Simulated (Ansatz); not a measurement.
# Cl₂H₁₂N₂Si₅: how energies converge with the basis set

One table from this session's results is given with a row withheld; the runs are named, their logs left out.

Computed with Ansatz 0.2.0, Gaussian basis. Level: one geometry, several basis sets.

The runs, in order: PBE0-D4/def2-SVP; ωB97M-V/def2-SVP; PBE0-D4/def2-QZVPP; ωB97M-V/def2-QZVPP; the functionals' def2-TZVPP values are taken from earlier runs.

### The geometry

The geometry comes from an earlier relaxation with PBE0-D4 in a triple-zeta def2 set; it is a stationary point, not always the lowest conformer.

SMILES `[SiH3]N([SiH3])[Si](Cl)(Cl)N([SiH3])[SiH3]`, 21 atoms, charge 0, spin multiplicity 1.

Atoms are counted from 1 here; the program's logs count them from 0.

Bond lengths: Si1–N2 1.749 Å, Si1–H10 1.486 Å, Si1–H11 1.484 Å, Si1–H12 1.484 Å, N2–Si3 1.748 Å, N2–Si4 1.702 Å, Si3–H13 1.483 Å, Si3–H14 1.488 Å, Si3–H15 1.483 Å, Si4–Cl5 2.050 Å, Si4–Cl6 2.050 Å, Si4–N7 1.702 Å, N7–Si8 1.749 Å, N7–Si9 1.748 Å, Si8–H16 1.484 Å, Si8–H17 1.484 Å, Si8–H18 1.486 Å, Si9–H19 1.488 Å and more. Angles: N2–Si1–H10 110.3°, N2–Si1–H11 107.9°, N2–Si1–H12 110.5°, H10–Si1–H11 109.5°, H10–Si1–H12 108.9°, H11–Si1–H12 109.7°, Si1–N2–Si3 117.2°, Si1–N2–Si4 119.1°, Si3–N2–Si4 123.6°, N2–Si3–H13 111.6°, N2–Si3–H14 105.1°, N2–Si3–H15 111.8°, H13–Si3–H14 109.1°, H13–Si3–H15 109.8°, H14–Si3–H15 109.3°, N2–Si4–Cl5 106.8°, N2–Si4–Cl6 111.2°, N2–Si4–N7 113.4° and more.

The first run:

The input, in.yaml:

```yaml
crystal:
  periodic: [false, false, false]
  atoms:
    - {symbol: Si, position_ang: [-2.019176, -0.995173, -0.434271]}
    - {symbol: N, position_ang: [-1.268124, 0.118489, 0.686103]}
    - {symbol: Si, position_ang: [-1.865453, 0.124970, 2.328785]}
    - {symbol: Si, position_ang: [-0.037637, 1.152620, 0.126890]}
    - {symbol: Cl, position_ang: [0.623475, 2.220077, 1.747862]}
    - {symbol: Cl, position_ang: [-0.765776, 2.504003, -1.232388]}
    - {symbol: N, position_ang: [1.244213, 0.330735, -0.633098]}
    - {symbol: Si, position_ang: [2.060928, -0.954403, 0.227690]}
    - {symbol: Si, position_ang: [1.830579, 0.720611, -2.232907]}
    - {symbol: H, position_ang: [-1.771513, -2.397564, -0.011015]}
    - {symbol: H, position_ang: [-1.421482, -0.768880, -1.773519]}
    - {symbol: H, position_ang: [-3.483798, -0.762734, -0.493268]}
    - {symbol: H, position_ang: [-0.807048, -0.253435, 3.295634]}
    - {symbol: H, position_ang: [-2.939051, -0.905185, 2.354852]}
    - {symbol: H, position_ang: [-2.439264, 1.440288, 2.701258]}
    - {symbol: H, position_ang: [1.460598, -1.051456, 1.581287]}
    - {symbol: H, position_ang: [3.511361, -0.661641, 0.342431]}
    - {symbol: H, position_ang: [1.885955, -2.245468, -0.486294]}
    - {symbol: H, position_ang: [2.958369, -0.220280, -2.472317]}
    - {symbol: H, position_ang: [0.788601, 0.500682, -3.264471]}
    - {symbol: H, position_ang: [2.329843, 2.114347, -2.312241]}
basis:
  gaussian: {orbitals: def2-SVP}
hamiltonian: {xc: pbe0, dispersion: d4}
output: {orbitals: {seedname: orbitals}}
```

Steps of the session up to this table: PBE0-D4 in def2-SVP; ωB97M-V in def2-SVP; PBE0-D4 in def2-QZVPP; ωB97M-V in def2-QZVPP.

One of the session's tables, all rows but one given; the rest of the session is left out.

It belongs to the step «Functionals by basis». 

```
functional       basis  HOMO (eV)  LUMO (eV)
   PBE0-D4    def2-SVP      -7.89      -0.06
   PBE0-D4  def2-TZVPP      -7.97      -0.42
   PBE0-D4  def2-QZVPP      -7.99      -0.50
   ωB97M-V    def2-SVP     -10.10       1.80
   ωB97M-V  def2-TZVPP     -10.22       1.27
   ωB97M-V  def2-QZVPP          ?          ?
```

Estimate the missing values for ωB97M-V, def2-QZVPP.

As computed: HOMO (eV): -10.23; LUMO (eV): 1.05. In the column «HOMO (eV)» it is the lowest.
